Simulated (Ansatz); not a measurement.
# PBE/def2-TZVP run of GeClF (SMILES [F][Ge][Cl])

Aim: the vertical singlet–triplet gap of GeClF at PBE/def2-TZVP, from 2 runs. 

The calculation is run with Ansatz 0.2.0.

33 further runs of the same task are left out: 33 set aside as unsound or not needed.

## 1. The structure to begin with

GeClF: 3 atoms, total charge 0, spin state singlet. As SMILES, `[F][Ge][Cl]`. The shape is that of a PBE0-D4/def2-TZVP optimisation.

Bond lengths: F1–Ge2 1.748 Å, Ge2–Cl3 2.180 Å. Angles: F1–Ge2–Cl3 98.3°.

## 2. The energy at PBE/def2-TZVP

Input file molecule.yaml:

```yaml
crystal:
  periodic: [false, false, false]
  atoms:
    - symbol: F
      position_ang: [0.110400, 1.418700, 0.206200]
    - symbol: Ge
      position_ang: [-0.762800, 0.035600, -0.410300]
    - symbol: Cl
      position_ang: [0.641600, -1.519100, 0.191000]
basis:
  gaussian:
    orbitals: def2-TZVP
hamiltonian:
  xc: pbe
accuracy: high
output: {orbitals: {seedname: orbitals}}
```

The run is started by

```
$ ansatz run molecule.yaml --threads 1 --pin off --max-ram 3480MiB --events-out events.jsonl --progress --plain --runs-dir runs
```

Standard output:

```text
Warning: RAYON_NUM_THREADS=1 ignored (pool sized by the plan → 1); use --threads N
Functional definition: PBE
  name "PBE"
  parameter kappa = 0.804
  parameter beta = 0.06672455060314922
  exchange = pbe_x(kappa = kappa, mu = beta*pi^2/3)
  correlation = pbe_c(beta = beta)
1709 factors; integrals over basis functions are off by at most 4.6e-9 eV
mean field evaluation 1: about -71742.4455 eV, gradient 4.7e1 eV
mean field evaluation 2: about -71695.8917 eV, gradient 1.7e2 eV
mean field evaluation 4: about -71745.1723 eV, gradient 1.3e1 eV
mean field evaluation 8: about -71745.5434 eV, gradient 2.2e-1 eV
mean field evaluation 16: about -71745.5435 eV, gradient 4.3e-5 eV
mean field -71745.54350847 eV, -2636.6000930602 hartree, gradient 2.8e-8 eV, S^2 0.000000; 0 other end points of the search recorded, 0 dependent functions left out
reference -71745.54351065 eV, -2636.6000931404 hartree; 29, 29 occupied and 87, 87 virtual orbitals, 1709 factors
Total energy: -71745.54351065 eV, -2636.6000931404 hartree
```

It took 5.4 s on 1 thread of Arm Neoverse V2, shared host; peak memory 0.24 GiB.

## 3. The triplet, same level

Input file molecule.yaml:

```yaml
crystal:
  periodic: [false, false, false]
  atoms:
    - {symbol: F, position_ang: [0.110400, 1.418700, 0.206200]}
    - {symbol: Ge, position_ang: [-0.762800, 0.035600, -0.410300]}
    - {symbol: Cl, position_ang: [0.641600, -1.519100, 0.191000]}
basis:
  gaussian: {orbitals: def2-TZVP}
magnetization: {spin_polarized: true, initial_magnetization: 2}
hamiltonian: {xc: {name: PBE}}
accuracy: high
output: {orbitals: {seedname: orbitals}}
```

The run is started by

```
$ ansatz run molecule.yaml --threads 1 --pin off --max-ram 3480MiB --events-out events.jsonl --progress --plain --runs-dir runs
```

Standard output:

```text
Warning: RAYON_NUM_THREADS=1 ignored (pool sized by the plan → 1); use --threads N
[... 6 set-up lines as earlier in the session ...]
1709 factors; integrals over basis functions are off by at most 4.6e-9 eV
mean field evaluation 1: about -71739.7600 eV, gradient 3.1e1 eV
mean field evaluation 2: about -71693.6067 eV, gradient 1.1e2 eV
mean field evaluation 4: about -71741.9070 eV, gradient 1.0e1 eV
mean field evaluation 8: about -71742.3605 eV, gradient 2.2e-1 eV
mean field evaluation 16: about -71742.3607 eV, gradient 3.4e-5 eV
mean field evaluation 32: about -71740.3118 eV, gradient 8.9e-2 eV
mean field -71742.36073871 eV, -2636.4831284290 hartree, gradient 2.0e-8 eV, S^2 2.002254; 4 other end points of the search recorded, 0 dependent functions left out
reference -71742.36074120 eV, -2636.4831285204 hartree; 30, 28 occupied and 86, 88 virtual orbitals, 1709 factors
Total energy: -71742.36074120 eV, -2636.4831285204 hartree
```

Run time: 16 s. Hardware: 1 thread of Arm Neoverse V2, shared host; peak memory 0.3 GiB.

## 4. Results

At PBE/def2-TZVP:

```
                                        quantity           value
                           singlet: total energy  -2636.60009 Eh
                            singlet: HOMO energy        -7.25 eV
                            singlet: LUMO energy        -3.59 eV
                          singlet: HOMO–LUMO gap         3.67 eV
                           triplet: total energy  -2636.48313 Eh
     triplet: HOMO energy (highest over α and β)        -4.23 eV
                                   triplet: ⟨S²⟩           2.002
vertical energy of the triplet above the singlet        3.183 eV
```

What this shows: At this shape the triplet lies 3.18 eV (307 kJ/mol) above the singlet.
